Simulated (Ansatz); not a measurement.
# Si2NH5F (SMILES F[SiH2]N[SiH2]) at U-r2SCAN0/6-31G(d) (spherical functions)

What is the electronic atomisation energy of Si2NH5F at U-r2SCAN0/6-31G* (spherical functions)? 

The results are computed with Ansatz 0.2.0.

74 further runs of the same task are left out: 74 set aside as unsound or not needed.

### 1 The system as given

Si2NH5F: 9 atoms, total charge 0, spin state doublet. As SMILES, `F[SiH2]N[SiH2]`. The coordinates come from a PBE0-D4/def2-TZVP relaxation. This is one conformer, not always the lowest.

Bond lengths: F1–Si2 1.600 Å, Si2–N3 1.712 Å, N3–Si4 1.736 Å, Si2–H5 1.480 Å, Si2–H6 1.477 Å, N3–H7 1.012 Å, Si4–H8 1.489 Å, Si4–H9 1.494 Å. Some angles: F1–Si2–N3 112.4°, Si2–N3–Si4 128.4°, F1–Si2–H5 106.1°, F1–Si2–H6 106.9°, N3–Si2–H5 109.2°, N3–Si2–H6 108.5°, Si2–N3–H7 115.7°, Si4–N3–H7 115.2°, N3–Si4–H8 106.6°, N3–Si4–H9 109.5°.

### 2 The energy at U-r2SCAN0/6-31G(d) (spherical functions)

File run.yaml:

```yaml
crystal:
  periodic: [false, false, false]
  atoms:
    - {symbol: F, position_ang: [-1.778200, 1.208900, -1.181800]}
    - {symbol: Si, position_ang: [-0.288000, 1.123600, -0.604900]}
    - {symbol: "N", position_ang: [0.241500, -0.491400, -0.403000]}
    - {symbol: Si, position_ang: [0.023600, -1.533600, 0.967900]}
    - {symbol: H, position_ang: [0.576300, 1.799100, -1.598800]}
    - {symbol: H, position_ang: [-0.302800, 1.779800, 0.718800]}
    - {symbol: H, position_ang: [0.600400, -0.942200, -1.234500]}
    - {symbol: H, position_ang: [-0.246300, -0.650000, 2.136200]}
    - {symbol: H, position_ang: [1.261800, -2.340700, 1.182700]}
basis:
  gaussian:
    orbitals: 6-31G_st_-spherical.json
magnetization:
  spin_polarized: true
  initial_magnetization: 1
hamiltonian:
  xc: {name: r2SCAN0}
accuracy: high
output:
  orbitals: {seedname: orbitals}
```

The basis set 6-31G* is read from a file made from the Basis Set Exchange's data (not shown).

Command:

```sh
$ ansatz run run.yaml --threads 1 --pin off --max-ram 3480MiB --events-out events.jsonl --progress --plain --runs-dir runs
```

Log:

```text
Warning: RAYON_NUM_THREADS=1 ignored (pool sized by the plan → 1); use --threads N
Functional definition: r2SCAN0
  name "r2SCAN0"
  parameter a = 0.25
  parameter k0 = 0.174
  parameter k1 = 0.065
  parameter a1 = 4.9479
  exchange = (1 - a)*r2scan_x(k0 = k0, k1 = k1, a1 = a1) + a*exact_x
  correlation = r2scan_c
1686 factors; integrals over basis functions are off by at most 3.6e-9 eV
mean field evaluation 1: about -20034.3541 eV, gradient 3.7e1 eV
mean field evaluation 2: about -20027.9419 eV, gradient 5.1e1 eV
mean field evaluation 4: about -20039.4309 eV, gradient 2.8e0 eV
mean field evaluation 8: about -20039.6829 eV, gradient 1.6e-1 eV
mean field evaluation 16: about -20039.6830 eV, gradient 4.5e-4 eV
mean field -20039.68304572 eV, -736.4447685453 hartree, gradient 4.2e-8 eV, S^2 0.752435; 0 other end points of the search recorded, 0 dependent functions left out
reference -20039.68304805 eV, -736.4447686309 hartree; 25, 24 occupied and 49, 50 virtual orbitals, 1686 factors
Total energy: -20039.68304805 eV, -736.4447686309 hartree
```

It took 30 s on 1 thread of Arm Neoverse V2, shared host; peak memory 0.52 GiB.

### 3 The F atom

File in.yaml:

```yaml
crystal:
  periodic: [false, false, false]
  atoms:
    - {symbol: F, position_ang: [0.000000, 0.000000, 0.000000]}
basis:
  gaussian:
    orbitals: 6-31G_st_-spherical.json
magnetization:
  spin_polarized: true
  initial_magnetization: 1
hamiltonian:
  xc: {name: r2SCAN0}
accuracy: high
```

The basis set 6-31G* is read from a file made from the Basis Set Exchange's data (not shown).

Run the same way, it converges to -99.66913 Eh (log not shown).

### 4 The H atom

File job.yaml:

```yaml
basis:
  gaussian: {orbitals: "6-31G*"}
crystal:
  periodic: [false, false, false]
  atoms:
    - {symbol: H, position_ang: [0.000000, 0.000000, 0.000000]}
magnetization: {spin_polarized: true, initial_magnetization: 1}
hamiltonian: {xc: {name: r2SCAN0}}
accuracy: high
```

Command:

```sh
$ ansatz run job.yaml --threads 1 --pin off --max-ram 3480MiB --events-out events.jsonl --progress --plain --runs-dir runs
```

Log (excerpt; [...] marks lines left out):

```text
Warning: RAYON_NUM_THREADS=1 ignored (pool sized by the plan → 1); use --threads N
[... 8 set-up lines as earlier in the session ...]
3 factors; integrals over basis functions are off by at most 5.4e-10 eV
mean field evaluation 1: about -13.5555 eV, gradient 5.3e-1 eV
mean field evaluation 2: about -13.5581 eV, gradient 5.7e-2 eV
mean field evaluation 4: about -13.5574 eV, gradient 3.8e-5 eV
mean field evaluation 8: about -13.5574 eV, gradient 1.6e-10 eV
mean field -13.55742871 eV, -0.4982263157 hartree, gradient 2.4e-9 eV, S^2 0.750000; 0 other end points of the search recorded, 0 dependent functions left out
reference -13.55742908 eV, -0.4982263292 hartree; 1, 0 occupied and 1, 2 virtual orbitals, 3 factors
Total energy: -13.55742908 eV, -0.4982263292 hartree
```

Wall time 0.38 s (1 thread of Arm Neoverse V2, shared host).

### 5 The N atom at the same level

File molecule.yaml:

```yaml
crystal:
  periodic: [false, false, false]
  atoms:
    - {symbol: "N", position_ang: [0.000000, 0.000000, 0.000000]}
basis:
  gaussian:
    orbitals: 6-31G_st_-spherical.json
magnetization:
  spin_polarized: true
  initial_magnetization: 3
hamiltonian:
  xc: {name: r2SCAN0}
accuracy: high
```

The basis set 6-31G* is read from a file made from the Basis Set Exchange's data (not shown).

Run the same way, it converges to -54.56217 Eh (log not shown).

### 6 The Si atom

File input.yaml:

```yaml
crystal:
  periodic: [false, false, false]
  atoms:
    - {symbol: Si, position_ang: [0.000000, 0.000000, 0.000000]}
basis:
  gaussian:
    orbitals: 6-31G_st_-spherical.json
magnetization:
  spin_polarized: true
  initial_magnetization: 2
hamiltonian:
  xc: {name: r2SCAN0}
accuracy: high
```

The basis set 6-31G* is read from a file made from the Basis Set Exchange's data (not shown).

Run the same way, it converges to -289.31941 Eh (log not shown).

### 7 Outcome

Level: U-r2SCAN0/6-31G* (spherical functions).

| quantity | value |
| --- | --- |
| molecule: total energy | -736.44477 Eh |
| molecule: HOMO energy (highest over α and β) | -5.94 eV |
| molecule: LUMO energy (lowest over α and β) | -1.75 eV |
| molecule: ⟨S²⟩ | 0.752 |
| F atom: total energy | -99.66913 Eh |
| F atom: ⟨S²⟩ | 0.752 |
| H atom: total energy | -0.49823 Eh |
| H atom: ⟨S²⟩ | 0.750 |
| N atom: total energy | -54.56217 Eh |
| N atom: ⟨S²⟩ | 3.753 |
| Si atom: total energy | -289.31941 Eh |
| Si atom: ⟨S²⟩ | 2.004 |
| electronic atomisation energy | 29.484 eV |

In words: Taking the molecule apart into free atoms costs 29.48 eV (680 kcal/mol), before zero-point energy and without spin-orbit coupling.
